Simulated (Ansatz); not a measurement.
# CCuFO: geometry at several levels

An exercise on one series of results from a longer session: the logs are not shown, and one member is left open.

Program: Ansatz 0.2.0. Level of theory: the levels named in each step. These are calculated values, not measurements.

## The system as given

Bond lengths: O1–C2 1.136 Å, C2–Cu3 1.745 Å, Cu3–F4 1.651 Å. Angles: O1–C2–Cu3 180.0°, C2–Cu3–F4 180.0°.

As a file:

```xyz
4

O     0.0000    0.0000   -2.1373
C     0.0000    0.0000   -1.0015
Cu    0.0000    0.0000    0.7440
F     0.0000    0.0000    2.3947
```

Set-up of the first run:

input.yaml reads:

```yaml
crystal:
  periodic: [false, false, false]
  atoms:
    - { symbol: O, position_ang: [0.0, 0.0, -2.13726] }
    - { symbol: C, position_ang: [0.0, 0.0, -1.00146] }
    - { symbol: Cu, position_ang: [0.0, 0.0, 0.74398] }
    - { symbol: F, position_ang: [0.0, 0.0, 2.39474] }
basis:
  gaussian: { orbitals: def2-SVP }
hamiltonian:
  xc: pbe
  dispersion: d4
relax:
  f_tol: 0.03
  max_steps: 200
```

Launch:

```
$ ansatz run input.yaml --threads 2 --pin off --max-ram 5120MiB --backend cpu --events-out ev --progress --plain --runs-dir out
```

Among the steps run: A rough first relaxation, PBE-D4/def2-SVP; Relaxation, HF/STO-3G; Relaxation, HF/def2-SVP; Relaxation, LDA/def2-SVP; Relaxation, PBE-D4/def2-SVP.

One table of the session follows, with a row left open; its other results are not shown here.

It belongs to the step «Geometries side by side». 

| level | O1–C2 (Å) | C2–Cu3 (Å) | Cu3–F4 (Å) | rotational constants (MHz) | dipole (D) |
| --- | --- | --- | --- | --- | --- |
| HF/STO-3G | 1.1887 | 1.5727 | 1.7272 | 2526.7 | 0.04 |
| HF/def2-SVP | 1.1000 | 2.0125 | 1.7895 | 2022.4 | 6.90 |
| LDA/def2-SVP | 1.1432 | 1.7244 | 1.7031 | 2387.5 | 3.27 |
| PBE-D4/def2-SVP | ? | ? | ? | ? | ? |

Estimate the missing values for PBE-D4/def2-SVP.

**Answer.** O1–C2 (Å): 1.1504; C2–Cu3 (Å): 1.7648; Cu3–F4 (Å): 1.7417; rotational constants (MHz): 2297.5; dipole (D): 3.43. In the column «O1–C2 (Å)» it lies between LDA/def2-SVP (1.1432) and HF/STO-3G (1.1887).
